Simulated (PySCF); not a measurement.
# BBrH5N: NMR shifts and electronic excitations at several levels of theory, part 2 of 2

PySCF 2.14.0. Atoms count from 0.

### 10 TDDFT and polarisability: LDA/def2-SVPD

The job: settings as JSON, then the geometry in Å.

```
{"job": {"kind": "uv", "xc": "LDA", "basis": "def2-SVPD", "ip": true}, "charge": 0, "multiplicity": 1}
N     -0.805682     0.151960     0.037829
B      0.721755    -0.352370    -0.120389
Br     1.809245     1.252916     0.457378
H     -0.991468     0.419585     1.007142
H     -1.471784    -0.573301    -0.236594
H     -0.965112     0.980312    -0.540063
H      0.867096    -1.285518     0.643676
H      0.891048    -0.602955    -1.296732
```

Method: TDDFT LDA/def2-SVPD, vertical, gas phase, core orbitals frozen in the response.

Output:

```text
coarse grid: 29992 points
cycle   1  E = -2652.0942180372  dE = -1.038e+00  |g| = 3.896e-01  |ddm| = 3.605e+00
cycle   2  E = -2652.0759408882  dE =  1.828e-02  |g| = 4.588e-01  |ddm| = 1.822e+00
cycle   3  E = -2652.1371104236  dE = -6.117e-02  |g| = 1.101e-01  |ddm| = 9.581e-01
cycle   4  E = -2652.1400635678  dE = -2.953e-03  |g| = 2.675e-02  |ddm| = 1.630e-01
cycle   5  E = -2652.1402513657  dE = -1.878e-04  |g| = 6.713e-03  |ddm| = 5.704e-02
cycle   6  E = -2652.1402585815  dE = -7.216e-06  |g| = 1.474e-03  |ddm| = 9.879e-03
final grid: 62136 points
cycle   7  E = -2652.1402434097  dE =  6.377e-07  |g| = 2.248e-03  |ddm| = 6.194e-03
cycle   8  E = -2652.1402413173  dE =  2.092e-06  |g| = 3.719e-03  |ddm| = 5.616e-03
cycle   9  E = -2652.1402446919  dE = -3.375e-06  |g| = 2.157e-04  |ddm| = 3.543e-03
cycle  10  E = -2652.1402447047  dE = -1.281e-08  |g| = 3.246e-05  |ddm| = 2.976e-04
cycle  11  E = -2652.1402447050  dE = -2.901e-10  |g| = 8.811e-06  |ddm| = 5.941e-05
converged SCF energy = -2652.1402447050

Static polarisability (au): isotropic 55.298, principal 48.407 52.159 65.327

Singlet excitations
state   eV       nm        f      main configurations
  1   4.5560    272.1   0.00153   H->L 1.00
  2   5.1605    240.3   0.07127   H-1->L 0.99
  3   6.1512    201.6   0.02771   H->L+1 0.98
  4   6.3649    194.8   0.02191   H->L+3 0.97
  5   6.4176    193.2   0.01554   H->L+2 0.94
  6   6.5581    189.1   0.00018   H-2->L 1.00
  7   6.6477    186.5   0.06444   H-1->L+1 0.96
  8   6.6669    186.0   0.00435   H-3->L 0.99
  9   6.7299    184.2   0.00091   H->L+4 0.91
 10   6.8013    182.3   0.02275   H-1->L+3 0.92

Triplet excitations (Tamm-Dancoff, eV): 4.5096 4.9540 6.0805 6.2037
Vertical ionisation energy (delta-SCF) = 9.2062 eV
Vertical electron affinity (delta-SCF) = -0.4928 eV
```

Run time: 17 s. Hardware: 1 thread of Arm Neoverse V2, shared host; peak memory 0.42 GiB.

This run: HOMO -5.83 eV, LUMO -1.29 eV; lowest singlet 4.56 eV.

### 11 Ultraviolet spectrum: PBE/def2-SVPD

The job, as its differences from that of step 10:

```diff
@@ -1,2 +1,2 @@
-{"job": {"kind": "uv", "xc": "LDA", "basis": "def2-SVPD", "ip": true}, "charge": 0, "multiplicity": 1}
+{"job": {"kind": "uv", "xc": "PBE", "basis": "def2-SVPD", "ip": true}, "charge": 0, "multiplicity": 1}
 N     -0.805682     0.151960     0.037829
```

With the program's defaults for keys left out, this is: TDDFT PBE/def2-SVPD, vertical, gas phase, core orbitals frozen in the response.

Output:

```text
coarse grid: 29992 points
cycle   1  E = -2655.9108807330  dE = -1.040e+00  |g| = 3.529e-01  |ddm| = 3.829e+00
cycle   2  E = -2655.8991158453  dE =  1.176e-02  |g| = 4.072e-01  |ddm| = 1.826e+00
cycle   3  E = -2655.9499108752  dE = -5.080e-02  |g| = 9.516e-02  |ddm| = 8.856e-01
cycle   4  E = -2655.9521793417  dE = -2.268e-03  |g| = 2.414e-02  |ddm| = 1.521e-01
cycle   5  E = -2655.9523349042  dE = -1.556e-04  |g| = 5.916e-03  |ddm| = 5.107e-02
cycle   6  E = -2655.9523401589  dE = -5.255e-06  |g| = 1.311e-03  |ddm| = 8.369e-03
final grid: 62136 points
cycle   7  E = -2655.9523156701  dE =  4.249e-07  |g| = 1.928e-03  |ddm| = 6.404e-03
cycle   8  E = -2655.9523142595  dE =  1.411e-06  |g| = 3.098e-03  |ddm| = 4.833e-03
cycle   9  E = -2655.9523166278  dE = -2.368e-06  |g| = 1.807e-04  |ddm| = 3.001e-03
cycle  10  E = -2655.9523166365  dE = -8.722e-09  |g| = 2.852e-05  |ddm| = 2.424e-04
cycle  11  E = -2655.9523166367  dE = -2.206e-10  |g| = 7.617e-06  |ddm| = 5.257e-05
converged SCF energy = -2655.9523166367

Static polarisability (au): isotropic 54.853, principal 47.940 51.650 64.969

Singlet excitations
state   eV       nm        f      main configurations
  1   4.4985    275.6   0.00169   H->L 1.00
  2   5.0661    244.7   0.06892   H-1->L 0.99
  3   6.1150    202.8   0.02222   H->L+1 1.00
  4   6.3007    196.8   0.01747   H->L+2 0.98
  5   6.4000    193.7   0.02172   H->L+3 0.96
  6   6.4728    191.5   0.00008   H-2->L 1.00
  7   6.5851    188.3   0.05708   H-1->L+1 0.98
  8   6.6453    186.6   0.00084   H-3->L 0.74, H->L+4 0.17, H-1->L+2 0.08
  9   6.6601    186.2   0.00200   H->L+4 0.70, H-3->L 0.23
 10   6.7081    184.8   0.02332   H-1->L+2 0.88, H->L+4 0.09

Triplet excitations (Tamm-Dancoff, eV): 4.4435 4.8433 6.0488 6.1445
Vertical ionisation energy (delta-SCF) = 9.0765 eV
Vertical electron affinity (delta-SCF) = -0.6175 eV
```

Run time: 24 s. Hardware: 1 thread of Arm Neoverse V2, shared host; peak memory 0.44 GiB.

Key values: HOMO -5.73 eV, LUMO -1.25 eV; lowest singlet 4.50 eV.

### 12 Comparing the runs: NMR shifts

Shifts (ppm), means over like atoms, with basis size and wall time:

```csv
run,H6,H3,N0,B1,Br2,functions,time
PBE0/6-31G*,3.37,2.52,38.4,-11.7,-184,70,3.4 s
PBE0/def2-SVP,3.18,2.84,49.7,-12.1,-159,85,3.7 s
PBE0/def2-TZVP,3.38,2.86,54.2,-11.5,-111,140,7 s
PBE0/cc-pVDZ,3.26,2.81,50.9,-10.0,-130,80,3.9 s
PBE0/cc-pVTZ,3.25,3.06,55.6,-12.1,-98,173,9.8 s
PBE0/aug-cc-pVDZ,3.45,3.05,47.4,-10.8,-73,127,6.3 s
PBE0/pcSseg-0,4.18,2.34,48.7,-11.9,-269,53,2.3 s
```

### 13 Comparing the runs: electronic excitations

Excitations and ground-state properties, with basis size and wall time:

```csv
run,lowest singlet (eV),brightest (eV),f,gap (eV),α (Å³),μ (D),functions,time
HF/def2-SVPD,7.25,7.73,0.106,11.38,7.15,6.54,121,4.2 s
LDA/def2-SVPD,4.56,5.16,0.071,4.54,8.19,6.08,121,17 s
PBE/def2-SVPD,4.50,5.07,0.069,4.48,8.13,6.05,121,24 s
```

### 14 Outcome

What follows sums up all 2 parts.

```
                                                            quantity                        value
¹H shifts against TMS (PBE0/6-31G*, means over atoms taken as alike)               3.37, 2.52 ppm
                                ¹⁵N shifts against NH3 (PBE0/6-31G*)                     38.4 ppm
                           ¹¹B shifts against BF3·OEt2 (PBE0/6-31G*)                    -11.7 ppm
                               ⁷⁹Br shifts against HBr (PBE0/6-31G*)                     -184 ppm
                                       lowest singlet (HF/def2-SVPD)  7.25 eV (171 nm), f = 0.012
                            brightest single state of those computed  state 2, 7.73 eV, f = 0.106
                                                      lowest triplet                      6.99 eV
                                   vertical ionisation energy (ΔSCF)                      8.63 eV
                                           range of the shift of Br2              -269 to -73 ppm
                                         range of the lowest singlet              4.50 to 7.25 eV
```

In words: Single values in the summary come from the first run of each kind that ended normally (PBE0/6-31G*; HF/def2-SVPD), which need not be the best level. At PBE0/6-31G*: The largest span, 491 ppm, is at Br2, where the paramagnetic term is -357 ppm. The lowest singlet, at 7.25 eV, is HOMO→LUMO 0.83 and is weak; of the 10 states computed, the strongest absorption comes from state 2 at 7.73 eV. The lowest triplet lies 0.26 eV below the lowest singlet (triplets in Tamm-Dancoff, singlets in full TDDFT). At HF/def2-SVPD, the highest states lie near or above the ionisation energy, where they hang on the basis. The orbital energy would give 9.85 eV for ionisation, ΔSCF gives 8.63 eV. Across the 7 runs the shift of Br2 moves most, between -269 (PBE0/pcSseg-0) and -73 ppm (PBE0/aug-cc-pVDZ). Part of that comes from the computed reference. The lowest singlet runs from 4.50 eV (PBE/def2-SVPD) to 7.25 eV (HF/def2-SVPD), while the orbital gap spans 4.48 to 11.38 eV. The lowest state need not be the same one in every run. The runs solved for a few states only, so the brightest column depends on that window. Spin-orbit coupling is left out, which matters for shieldings and couplings at and beside the heavy atoms.
